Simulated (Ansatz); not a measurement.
# CH₇SSbSi: a ladder of functionals and wavefunction methods

One table from this session's results is given with a row withheld; the runs are named, their logs left out.

Method: functionals in def2-TZVPP, the program's frozen cores in correlated methods; program: Ansatz 0.2.0, Gaussian basis.

The runs, in order: LDA (SPW92), PBE-D4, revPBE-D4, BLYP-D4, r2SCAN-D4, B97M-V, PBE0-D4, B3LYP-D4, r2SCANh-D4, r2SCAN0-D4, HSE06-D4, BHLYP-D4, CAM-B3LYP-D4, LC-ωPBE, ωB97X-V, ωB97M-V, B2PLYP, PBE-QIDH; CCSD(T)/def2-SVP; CCSD(T)/def2-TZVPP; MP2/def2-QZVPP; extrapolation to the limit; RPA on PBE.

1 further run of the same task is left out (for a known fault of the program).

## The relaxed structure

The geometry comes from an earlier relaxation with PBE0-D4 in a triple-zeta def2 set; it is a stationary point, not always the lowest conformer. Sb takes the def2 core potential; no spin-orbit term is included.

11 atoms, charge 0, spin multiplicity 1.

Atoms are counted from 1 here; the program's logs count them from 0.

Bond lengths: Si1–C2 1.881 Å, Si1–H5 1.487 Å, Si1–H6 1.486 Å, Si1–H7 1.486 Å, C2–S3 1.801 Å, C2–Sb4 2.181 Å, C2–H8 1.095 Å, S3–H9 1.344 Å, Sb4–H10 1.713 Å, Sb4–H11 1.707 Å. Angles: C2–Si1–H5 108.6°, C2–Si1–H6 110.8°, C2–Si1–H7 109.6°, H5–Si1–H6 109.3°, H5–Si1–H7 109.3°, H6–Si1–H7 109.2°, Si1–C2–S3 108.2°, Si1–C2–Sb4 108.6°, Si1–C2–H8 108.5°, S3–C2–Sb4 116.0°, S3–C2–H8 110.4°, Sb4–C2–H8 105.0°, C2–S3–H9 98.9°, C2–Sb4–H10 92.5°, C2–Sb4–H11 93.1°, H10–Sb4–H11 91.3°.

Set-up of the first run:

The input, in.yaml:

```yaml
crystal:
  periodic: [false, false, false]
  atoms:
    - {symbol: Si, position_ang: [-0.935214, 1.390057, 0.197656]}
    - {symbol: C, position_ang: [0.463040, 0.218317, -0.259220]}
    - {symbol: S, position_ang: [1.490437, -0.025893, 1.200190]}
    - {symbol: Sb, position_ang: [-0.399327, -1.585162, -1.132215]}
    - {symbol: H, position_ang: [-1.603779, 1.841878, -1.051941]}
    - {symbol: H, position_ang: [-0.413251, 2.573187, 0.930671]}
    - {symbol: H, position_ang: [-1.920920, 0.679856, 1.052971]}
    - {symbol: H, position_ang: [1.047163, 0.671362, -1.066486]}
    - {symbol: H, position_ang: [2.073787, -1.185416, 0.851207]}
    - {symbol: H, position_ang: [1.101189, -2.411426, -1.091100]}
    - {symbol: H, position_ang: [-0.837826, -2.223658, 0.388969]}
basis:
  gaussian: {orbitals: def2-TZVPP}
hamiltonian: {xc: lda}
output: {orbitals: {seedname: orbitals}}
```

The run is started by

```
ansatz run in.yaml --threads 4 --pin off --events-out ev --progress --plain --max-ram 10444MiB
```

Among the steps run: LDA; PBE-D4 (GGA); revPBE-D4 (GGA); BLYP-D4 (GGA); r2SCAN-D4 (meta-GGA); B97M-V (meta-GGA); PBE0-D4 (hybrid); B3LYP-D4 (hybrid); r2SCANh-D4 (hybrid); r2SCAN0-D4 (hybrid); HSE06-D4 (hybrid); BHLYP-D4 (hybrid); CAM-B3LYP-D4 (range-separated); LC-ωPBE (range-separated); ωB97X-V (range-separated); ωB97M-V (range-separated); B2PLYP (double hybrid); PBE-QIDH (double hybrid).

One of the session's tables, all rows but one given; the rest of the session is left out.

It belongs to the step «Orbital energies across the functionals». 

| functional | HOMO (eV) | gap (eV) |
| --- | --- | --- |
| LDA (SPW92) | -5.67 | 3.62 |
| PBE-D4 | -5.54 | 3.71 |
| revPBE-D4 | -5.49 | 3.76 |
| BLYP-D4 | -5.38 | 3.68 |
| r2SCAN-D4 | -5.79 | 4.15 |
| B97M-V | -5.88 | 4.13 |
| PBE0-D4 | ? | ? |
| B3LYP-D4 | -6.45 | 5.20 |
| r2SCANh-D4 | -6.20 | 4.84 |
| r2SCAN0-D4 | -6.82 | 5.88 |
| HSE06-D4 | -6.27 | 4.85 |
| BHLYP-D4 | -7.64 | 7.42 |
| CAM-B3LYP-D4 | -7.92 | 7.85 |
| LC-ωPBE | -9.24 | 10.25 |
| ωB97X-V | -8.91 | 9.79 |
| ωB97M-V | -8.77 | 9.43 |

Estimate the missing values for PBE0-D4.

**Answer.** HOMO (eV): -6.66; gap (eV): 5.61. In the column «HOMO (eV)» it lies between r2SCAN0-D4 (-6.82) and B3LYP-D4 (-6.45).
